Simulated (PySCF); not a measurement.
# A diatomic session: GeP+, part 2 of 2

PySCF 2.14.0; Ge x2c-SVPall, P x2c-SVPall; spin-free X2C with a Gaussian nucleus. Earlier steps stand in the parts before.

### 12 UHF

Output of the SCF at 2.317 Å:

```text
******** <class 'pyscf.scf.uhf_symm.SymAdaptedUHF'> ********
method = SymAdaptedUHF
[... 11 set-up lines left out, the same as in an earlier log ...]
max_memory 909 MB (current use 329 MB)
[... 1 set-up line left out, the same as in an earlier log ...]
Overwritten attributes  get_jk get_k get_j get_hcore get_occ  of <class 'pyscf.scf.uhf_symm.SymAdaptedUHF'>
<class 'pyscf.scf.uhf_symm.SymAdaptedUHF'> does not have attributes  refdm
[... 1 set-up line left out, the same as in an earlier log ...]
init E= -2437.83871495497
cycle= 1 E= -2437.8525699548  delta_E= -0.0139  |g|= 0.0621  |ddm|= 0.211
cycle= 2 E= -2437.8541646887  delta_E= -0.00159  |g|= 0.0326  |ddm|= 0.0838
cycle= 3 E= -2437.85457866213  delta_E= -0.000414  |g|= 0.00895  |ddm|= 0.0242
cycle= 4 E= -2437.85485185613  delta_E= -0.000273  |g|= 0.00434  |ddm|= 0.034
cycle= 5 E= -2437.85494006942  delta_E= -8.82e-05  |g|= 0.00148  |ddm|= 0.0251
cycle= 6 E= -2437.85494907697  delta_E= -9.01e-06  |g|= 0.000422  |ddm|= 0.00784
cycle= 7 E= -2437.85494969765  delta_E= -6.21e-07  |g|= 9.61e-05  |ddm|= 0.00248
cycle= 8 E= -2437.85494972501  delta_E= -2.74e-08  |g|= 3.89e-05  |ddm|= 0.000461
cycle= 9 E= -2437.85494973024  delta_E= -5.23e-09  |g|= 1.92e-05  |ddm|= 0.000202
cycle= 10 E= -2437.854949732  delta_E= -1.76e-09  |g|= 9.5e-06  |ddm|= 0.000122
cycle= 11 E= -2437.85494973255  delta_E= -5.45e-10  |g|= 2.81e-06  |ddm|= 8.7e-05
Extra cycle  E= -2437.85494973256  delta_E= -1.73e-11  |g|= 1.9e-06  |ddm|= 7.32e-06
converged SCF energy = -2437.85494973256  <S^2> = 2.0162345  2S+1 = 3.0108036
```

Re = 2.302 Å, ωe = 387 cm⁻¹, ωexe = 2.06 cm⁻¹, αe = 0.000822 cm⁻¹, Be = 0.1457 cm⁻¹, De = 1.06 eV, μ = -0.63 D. 1.6 s of CPU time for 12 points, integrals apart.

### 13 Adding correlation

Reference: UHF; core orbitals frozen: 14.

Log of the coupled-cluster run at 2.317 Å:

```text
******** <class 'pyscf.cc.uccsd.UCCSD'> ********
CC2 = 0
CCSD nocc = (np.int64(10), np.int64(8)), nmo = (36, 36)
frozen orbitals [[0, 1, 2, 3, 4, 5, 6, 7, 8, 9, 10, 11, 12, 13], [0, 1, 2, 3, 4, 5, 6, 7, 8, 9, 10, 11, 12, 13]]
max_cycle = 80
direct = 0
conv_tol = 1e-07
conv_tol_normt = 1e-05
diis_space = 8
diis_start_cycle = 0
diis_start_energy_diff = 1e+09
max_memory 909 MB (current use 382 MB)
Init t2, MP2 energy = -0.256995516977888
Init E_corr(UCCSD) = -0.25699551698348
cycle = 1  E_corr(UCCSD) = -0.263665565788748  dE = -0.00667004881  norm(t1,t2) = 0.0908637
cycle = 2  E_corr(UCCSD) = -0.275112333117109  dE = -0.0114467673  norm(t1,t2) = 0.0365504
cycle = 3  E_corr(UCCSD) = -0.277269297753881  dE = -0.00215696464  norm(t1,t2) = 0.0210983
cycle = 4  E_corr(UCCSD) = -0.279452469628498  dE = -0.00218317187  norm(t1,t2) = 0.00935259
cycle = 5  E_corr(UCCSD) = -0.279002095152558  dE = 0.000450374476  norm(t1,t2) = 0.00454616
cycle = 6  E_corr(UCCSD) = -0.27905038898129  dE = -4.82938287e-05  norm(t1,t2) = 0.00130027
cycle = 7  E_corr(UCCSD) = -0.279066570057676  dE = -1.61810764e-05  norm(t1,t2) = 0.000373416
cycle = 8  E_corr(UCCSD) = -0.279060705446603  dE = 5.86461107e-06  norm(t1,t2) = 0.000138341
cycle = 9  E_corr(UCCSD) = -0.279061135720576  dE = -4.30273973e-07  norm(t1,t2) = 4.36679e-05
cycle = 10  E_corr(UCCSD) = -0.279061615003595  dE = -4.79283019e-07  norm(t1,t2) = 1.69179e-05
cycle = 11  E_corr(UCCSD) = -0.279061587541402  dE = 2.7462193e-08  norm(t1,t2) = 6.88931e-06
UCCSD converged
E(UCCSD) = -2438.134011320104  E_corr = -0.2790615875414018
UCCSD(T) correction = -0.00999608884920924
```

Correlation energy (eV) along the bond:

```csv
R (Å),MP2,SCS-MP2,CCSD,CCSD(T),T1
1.993,-7.018,-6.573,n/a,n/a,n/a
2.085,-7.010,-6.571,-7.556,-7.807,0.015
2.178,-7.005,-6.574,-7.570,-7.829,0.018
2.248,-7.000,-6.577,-7.582,-7.847,0.020
2.317,-6.993,-6.579,-7.594,-7.866,0.022
2.386,-6.983,-6.579,-7.604,-7.883,0.025
2.479,-6.964,-6.575,-7.615,-7.901,0.028
2.595,-6.921,-6.550,-7.620,-7.911,0.033
2.734,-6.786,-6.423,-7.583,-7.873,0.042
2.919,-6.559,-6.195,n/a,n/a,n/a
```

UHF-MP2: Re = 2.294 Å, ωe = 402 cm⁻¹, ωexe = 1.33 cm⁻¹, αe = 0.000684 cm⁻¹, Be = 0.1468 cm⁻¹, De = 1.93 eV.

UHF-SCS-MP2: Re = 2.305 Å, ωe = 389 cm⁻¹, ωexe = 1.24 cm⁻¹, αe = 0.000723 cm⁻¹, Be = 0.1454 cm⁻¹, De = 1.86 eV.

UHF-CCSD: Re = 2.316 Å, ωe = 378 cm⁻¹, ωexe = 1.75 cm⁻¹, αe = 0.000789 cm⁻¹, Be = 0.1440 cm⁻¹, De = 1.94 eV.

UHF-CCSD(T): Re = 2.325 Å, ωe = 372 cm⁻¹, ωexe = 1.55 cm⁻¹, αe = 0.000760 cm⁻¹, Be = 0.1429 cm⁻¹, De = 2.07 eV.

### 14 The curves together

Energy (eV) from each level's lowest point:

```csv
R (Å),UHF,UHF-MP2,UHF-SCS-MP2,UHF-CCSD,UHF-CCSD(T),PBE,revPBE,r²SCAN,PBE0,HSE06,BHandHLYP,M06-2X
1.993,0.930,0.905,0.936,n/a,n/a,1.087,1.130,0.964,0.960,0.969,0.920,0.944
2.085,0.394,0.377,0.401,0.432,0.453,0.512,0.541,0.426,0.420,0.427,0.391,0.407
2.178,0.111,0.100,0.116,0.135,0.148,0.182,0.199,0.132,0.127,0.131,0.109,0.119
2.248,0.019,0.012,0.020,0.030,0.037,0.053,0.062,0.029,0.026,0.028,0.017,0.021
2.317,0.000,0.000,0.000,0.000,0.000,0.000,0.001,0.000,0.000,0.000,0.000,0.000
2.386,0.036,0.046,0.036,0.026,0.019,0.006,0.000,0.028,0.032,0.030,0.040,0.036
2.479,0.142,0.171,0.146,0.120,0.107,0.080,0.067,0.130,0.141,0.136,0.158,0.148
2.595,0.325,0.397,0.354,0.299,0.280,0.248,0.225,0.327,0.349,0.339,0.373,0.353
2.734,0.544,0.751,0.700,0.554,0.536,0.513,0.479,0.619,0.654,0.641,0.680,0.646
2.919,0.722,1.157,1.106,n/a,n/a,0.909,0.863,1.040,1.088,1.070,1.093,1.036
```

The whole job (state search and all levels along the bond) took 1.7 min on 1 thread of AMD EPYC 7R13 (shared host), peak memory 0.59 GiB.

### 15 What came out

What follows sums up all 2 parts.

Lowest PBE0 solution found, without spin–orbit coupling: ³Σ⁻ (triplet), unpaired electrons π ↑↑. State 2 has its PBE0 minimum 0.29 eV higher, as a spin-mixed determinant (⟨S²⟩ = 1.01), so this is no gap between pure states. State 3 has its PBE0 minimum 0.56 eV higher. State 4 has its PBE0 minimum 0.77 eV higher, as a spin-mixed determinant (⟨S²⟩ = 1.02), so this is no gap between pure states. The other levels ran on the lowest alone.

```csv
level,Re (Å),ωe (cm⁻¹),De (eV),μ (D)
UHF,2.302,387,1.06,-0.63
UHF-MP2,2.294,402,1.93,n/a
UHF-SCS-MP2,2.305,389,1.86,n/a
UHF-CCSD,2.316,378,1.94,n/a
UHF-CCSD(T),2.325,372,2.07,n/a
PBE,2.344,368,2.98,0.24
revPBE,2.353,364,2.80,0.16
r²SCAN,2.314,384,2.72,0.16
PBE0,2.310,391,2.67,0.02
HSE06,2.313,389,2.71,0.03
BHandHLYP,2.300,397,2.39,-0.09
M06-2X,2.305,393,2.41,0.03
```

De is counted to Ge+ + P in their ground configurations. A positive dipole points from Ge to P; in an ion it is taken about the centre of mass and does not tell which atom is negative.

Differences from CCSD(T) in the same basis:

```csv
level,Re (mÅ),ωe (%)
UHF,-22,+4.0
UHF-MP2,-31,+8.1
UHF-SCS-MP2,-20,+4.4
UHF-CCSD,-8,+1.5
PBE,+19,-1.1
revPBE,+28,-2.3
r²SCAN,-10,+3.1
PBE0,-15,+5.0
HSE06,-12,+4.4
BHandHLYP,-25,+6.5
M06-2X,-19,+5.5
```

Time per point (s) on 1 thread of AMD EPYC 7R13, shared host (CPU time, shared integrals of 0.23 s apart; correlated levels include their reference; CCSD comes with the CCSD(T) run); the times are rough: UHF 0.14, UHF-MP2 0.2, UHF-SCS-MP2 0.2, PBE 0.49, revPBE 0.3, r²SCAN 0.54, PBE0 0.74, HSE06 0.9, BHandHLYP 0.39, M06-2X 0.64; the reference 2.2.

**Reading.** Against CCSD(T) in the same basis, the bond length is nearest at UHF-CCSD (-8 mÅ) and farthest at UHF-MP2 (-31 mÅ); the wavenumber is nearest at PBE (-1.1 %) and farthest at UHF-MP2 (+8.1 %). Hartree–Fock falls on the short and stiff side, its usual fault. PBE gives a bond that is too long and too soft, as GGAs tend to. CCSD(T) in a basis this small is itself some way from its limit, more so than the functionals. Of the levels with a De here, UHF gives the least (1.06 eV) and PBE the most (2.98 eV).

Correlated steps freeze 14 core orbitals.
